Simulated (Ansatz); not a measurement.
Task: cell relaxations under several functionals of TiAu, space group P-6m2, with Ansatz's Python interface. Give the script and its output. Level of theory (first run): BLYP, PAW, cutoff 550 eV, 13×13×7 k-points, Methfessel-Paxton smearing of 0.1 eV, D3BJ dispersion.

```
Ti Au
1.0
     2.98648    0.00000    0.00000
    -1.49324    2.58636    0.00000
     0.00000    0.00000    4.55402
Ti Au
1 1
Cartesian
  0.0000 0.0000 0.0000
  0.0000 1.7242 2.2770
```

`lattice_tiau.py`:
```python
"""Relaxed cell of TiAu under several functionals."""

import logging
import sys

import ansatz as az
import numpy as np
from pymatgen.core import Lattice, Structure
from pymatgen.io.ase import AseAtomsAdaptor

logging.basicConfig(stream=sys.stdout, format="%(levelname)s %(message)s")
logger = logging.getLogger("tiau")
logger.setLevel(logging.INFO)

def edges_and_angles(cell):
    cell = np.asarray(cell)
    a, b, c = np.linalg.norm(cell, axis=1)
    cosines = cell[1] @ cell[2] / (b * c), cell[0] @ cell[2] / (a * c), cell[0] @ cell[1] / (a * b)
    return (a, b, c, *np.degrees(np.arccos(cosines)))

pmg_structure = Structure(
    Lattice([(2.986476, 0.0, 0.0), (-1.493238, 2.586364, 0.0), (0.0, 0.0, 4.554018)]),
    ["Ti", "Au"],
    [
        (0.0, 0.0, 0.0),
        (1 / 3, 2 / 3, 0.5),
    ],
)
crystal = az.Crystal.from_ase(AseAtomsAdaptor.get_atoms(pmg_structure))

calculation = (
    crystal.calculation()
    .occupations("methfessel_paxton")
    .kpoints(13, 13, 7, center="gamma")
    .basis(550)  # plane waves up to this kinetic energy
    .relax(cell=True, force_tolerance=0.02)
)

levels = [("blyp", "d3bj"), ("r2scan", "d4"), ("pbesol", "d3bj")]
logger.info("level            a       b       c    alpha   beta  gamma  V/atom  steps")
for name, dispersion in levels:
    seen = []
    run = calculation.functional(name, dispersion=dispersion).session().plan()
    out = run.execute(on_event=lambda e: seen.append(e) if e["event"] == "relax_step" else None)
    cell = out.lattice.cell_ang
    label = name if dispersion == "none" else f"{name}+{dispersion}"
    print("{:13s} {:7.4f} {:7.4f} {:7.4f} {:6.2f} {:6.2f} {:6.2f}".format(label, *edges_and_angles(cell)), f"{abs(np.linalg.det(cell)) / len(out.lattice.sites):7.3f} {len(seen):5d}")
```

`python lattice_tiau.py` gives:
```text
INFO level            a       b       c    alpha   beta  gamma  V/atom  steps
blyp+d3bj      2.9265  2.9265  4.4504  90.00  90.00 120.00  16.504     6
r2scan+d4      3.0016  3.0016  4.3956  90.00  90.00 120.00  17.148     9
pbesol+d3bj    2.8343  2.8343  4.5505  90.00  90.00 120.00  15.828     8
```

From smallest to largest: PBEsol+D3BJ (15.83 Å³ an atom, -10.0 % against the start), BLYP+D3BJ (16.50 Å³ an atom, -6.2 % against the start) and r2SCAN+D4 (17.15 Å³ an atom, -2.5 % against the start). The spread is 8.3 % in volume.

Forces vanish by symmetry, so the ions can't move, and the end may be a saddle. BLYP and dispersion corrections can be off by several per cent in the lattices of metals, and by several GPa in the pressure at a fixed cell. Spin-orbit coupling, which matters for elements this heavy, is left out. This cell is a computed structure, which may not be the phase found in nature. Hardware and time: 3.2 min on 1 thread of Arm Neoverse V1, on a shared host, peak memory 0.66 GiB.
